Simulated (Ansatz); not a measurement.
Run this with the Ansatz DFT code, driven from Python and show what comes out.

Script `run_energy.py`:
```python
"""Single point of CH8O3Si2 in a Gaussian basis."""

from pathlib import Path

import ansatz as az
from ase import Atoms
import numpy as np


def main() -> None:
    atoms = Atoms(["C", "O", "Si", "O", "O", "Si", "H", "H", "H", "H", "H", "H", "H", "H"], positions=[
        [2.2858, 0.8838, 0.5119],
        [0.9124, 0.5791, 0.6908],
        [0.2475, -0.6209, -0.2382],
        [0.8937, -2.0683, 0.2276],
        [-1.3818, -0.6745, -0.0203],
        [-2.7065, 0.2275, -0.4185],
        [2.4892, 1.2253, -0.5096],
        [2.9209, 0.0251, 0.7583],
        [2.5446, 1.6987, 1.1954],
        [0.5671, -0.3793, -1.6601],
        [0.5661, -2.3846, 1.0824],
        [-2.6043, 1.5811, 0.1782],
        [-3.9279, -0.4388, 0.0959],
        [-2.8068, 0.3458, -1.8937],
    ])
    ch8o3si2 = az.Crystal.molecule_from_ase(atoms)

    calc = (
        ch8o3si2.calculation()
        .basis(gaussian="6-31G*")  # atom-centred Gaussian functions
        .functional("r2scan", dispersion="d3bj")
        .forces()
        .orbitals()
    )
    result = calc.run(threads=1, pin="off", runs_dir="out")
    rep = result.report

    print(f"E = {rep['free_energy_ev']:.6f} eV = {rep['free_energy_ev'] / 27.211386246:.7f} Ha")
    print("converged:", rep["converged"], " doubts:", rep["published_state_doubts"] or "none")

    symbols = [site.symbol for site in ch8o3si2.cartesian_sites]
    print("forces (eV/A)")
    for symbol, f in zip(symbols, rep["forces_ev_ang"]):
        print(f"  {symbol:2s} {f[0]:9.4f} {f[1]:9.4f} {f[2]:9.4f}")

    charges = rep["charge_distribution"]
    dipole = np.array(charges["dipole_moment_e_ang"]) * 4.803205
    print("dipole (D): {:.3f} {:.3f} {:.3f}, length {:.3f}".format(*dipole, np.linalg.norm(dipole)))
    print("atom  Mulliken   Lowdin")
    for symbol, m, l in zip(symbols, charges["mulliken_charges_e"], charges["lowdin_charges_e"]):
        print(f"{symbol:4s} {m:9.3f} {l:8.3f}")

    lines = Path(rep["orbitals_path"]).read_text().splitlines()
    field_of = lambda key: [line.split("=")[1].strip() for line in lines if line.startswith(key)]
    orbitals = [(27.211386 * float(e), s, float(n)) for e, s, n in zip(field_of("Ene="), field_of("Spin="), field_of("Occup="))]
    homo = max(e for e, _, n in orbitals if n > 0.5)
    lumo = min(e for e, _, n in orbitals if n < 0.5)
    print(f"HOMO {homo:.3f} eV, LUMO {lumo:.3f} eV, gap {lumo - homo:.3f} eV")


if __name__ == "__main__":
    main()
```

`python run_energy.py` gives:
```text
DeckWarning: the engine holds no damping parameters fitted to this dispersion correction and functional, so the run takes those fitted to r2scan beside the three-body term, which d3bj leaves out (hamiltonian.dispersion, under Limitations)
E = -23061.588020 eV = -847.4977280 Ha
converged: True  doubts: none
forces (eV/A)
  C     0.1302    0.1946    0.2135
  O    -0.5777    0.0074   -0.1242
  Si    0.1453   -0.0729    0.2863
  O    -0.1015   -0.0418   -0.2152
  O     0.3499    0.0220    0.1938
  Si   -0.0757    0.0918    0.0119
  H     0.0797   -0.0672   -0.1348
  H     0.0561   -0.1053   -0.0985
  H    -0.0582    0.0333    0.0274
  H     0.0803   -0.1379   -0.0469
  H     0.0319   -0.0177   -0.0381
  H    -0.0361    0.1093    0.0096
  H     0.0117   -0.0608    0.0304
  H    -0.0361    0.0453   -0.1152
dipole (D): 0.345 0.427 0.480, length 0.729
atom  Mulliken   Lowdin
C       -0.266   -0.216
O       -0.564   -0.200
Si       1.032    0.284
O       -0.712   -0.362
O       -0.671   -0.254
Si       0.597    0.388
H        0.167    0.120
H        0.177    0.123
H        0.183    0.113
H       -0.126   -0.082
H        0.440    0.322
H       -0.083   -0.077
H       -0.087   -0.079
H       -0.088   -0.080
HOMO -6.834 eV, LUMO 0.098 eV, gap 6.932 eV
```
(Warnings from the package without file and line.)

Reading the output:
- Total energies depend on the basis set; only differences at equal settings carry meaning.
- The geometry is a force-field or estimated start, not a minimum of this method, and the basis set is short of its limit.
- The Löwdin charges here are taken after orthogonalising the functions within each atom; they differ from plain Löwdin charges, and their signs can be unphysical.
- Levels such as HOMO and LUMO are orbital energies: with these approximate functionals they aren't the ionisation energy and electron affinity, and their gap isn't the fundamental gap.
- A dispersion term here runs with damping parameters fitted for another variant or functional.
- The whole script took 5.3 s on 1 thread of Intel(R) Xeon(R) 6975P-C (Granite Rapids), on a shared host, peak memory 0.27 GiB.
